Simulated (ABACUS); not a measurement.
**TaN in ABACUS: the effect of dispersion**

The system is TaN.

```
CELL_PARAMETERS angstrom
0.00000 2.19343 2.19343
2.19343 0.00000 2.19343
2.19343 2.19343 0.00000
ATOMIC_POSITIONS crystal
Ta 0.50000 0.50000 0.50000
N 0.00000 0.00000 0.00000
```

The cell isn't the ideal one: volume scaled by 1.02.

Alike in all runs:

* Program: ABACUS 3.10.1
* Task: equation of state
* Functional: PBEsol
* Potentials or basis: PseudoDojo NC SR 0.4.1 PBE standard
* Cutoff: 1361 eV
* Density cutoff: 5442 eV
* Basis: DZP LCAO (the cutoffs set its grid)
* k mesh: 7 × 7 × 7
* Occupations: fermi-dirac, width 0.05 eV
* Spin: no spin polarisation

```tsv
dispersion	pressure (GPa)
none	?
D3	-6.6
D3(BJ)	-7.8
D3(BJ)+ABC	-6.3
```

What does the run with dispersion none give?

Pressure -0.7 GPa.

Caveats: the atomic orbitals were generated for these runs and aren't a published set; the potentials were made for another functional, which shifts forces and pressure; the basis of atomic orbitals isn't converged, which shifts pressures, moduli and gaps; pairwise dispersion overbinds metals, which lowers pressure and volume (some runs).
